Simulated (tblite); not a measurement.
# C3H12N2Si3: the cost of one run

Computed with tblite 0.8.0 and PySCF 2.14.0, with density-fitted response routines of our own, on a single molecule in the gas phase. Atoms are numbered from 0 throughout.

## 1. The molecule as given

20 atoms, charge 0, multiplicity 1; geometry from: force field or distance geometry start.

Bonds of the start (Å): C0–C1 1.51, C1–Si2 1.86, Si2–C3 1.80, C3–N4 1.18, Si2–N5 1.75, N5–Si6 1.75, N5–Si7 1.74, C0–H8 1.12, C0–H9 1.11, C0–H10 1.10, C1–H11 1.11, C1–H12 1.13, Si2–H13 1.47, Si6–H14 1.45, Si6–H15 1.48, Si6–H16 1.48, Si7–H17 1.47, Si7–H18 1.46, Si7–H19 1.49.

## 2. Relaxing the molecule with GFN2-xTB

The job: settings as JSON, then the geometry in Å.

```
{"job": {"kind": "relax", "xc": "GFN2-xTB", "basis": "xTB"}, "charge": 0, "multiplicity": 1}
C      2.747100     0.416100    -0.619600
C      1.625400    -0.545700    -0.301800
Si     0.317600     0.197300     0.784500
C      0.387400    -0.507500     2.442600
N      0.435600    -0.967900     3.529300
N     -1.289400    -0.104000     0.150600
Si    -1.392900    -0.923400    -1.397100
Si    -2.557300     0.996000     0.592100
H      2.363200     1.226200    -1.288700
H      3.581400    -0.124300    -1.106100
H      3.115000     0.849900     0.324700
H      1.189100    -0.950200    -1.237000
H      2.055200    -1.392500     0.307600
H      0.539100     1.638000     0.942000
H     -0.535300    -0.381500    -2.433400
H     -2.785600    -0.997000    -1.892500
H     -0.975500    -2.325000    -1.170700
H     -2.066000     1.950000     1.598400
H     -3.150700     1.741400    -0.520300
H     -3.608600     0.214900     1.292300
```

The run is started by

```bash
$ OMP_NUM_THREADS=1 python probes_run.py task.json out
```

One launch serves the whole session: the jobs run in the order shown.

**Question.** How long does this first job take on 1 thread of Intel Xeon at 2.70GHz, shared host, and how much memory does it need?

About 3 s, with a peak of 0.18 GiB.
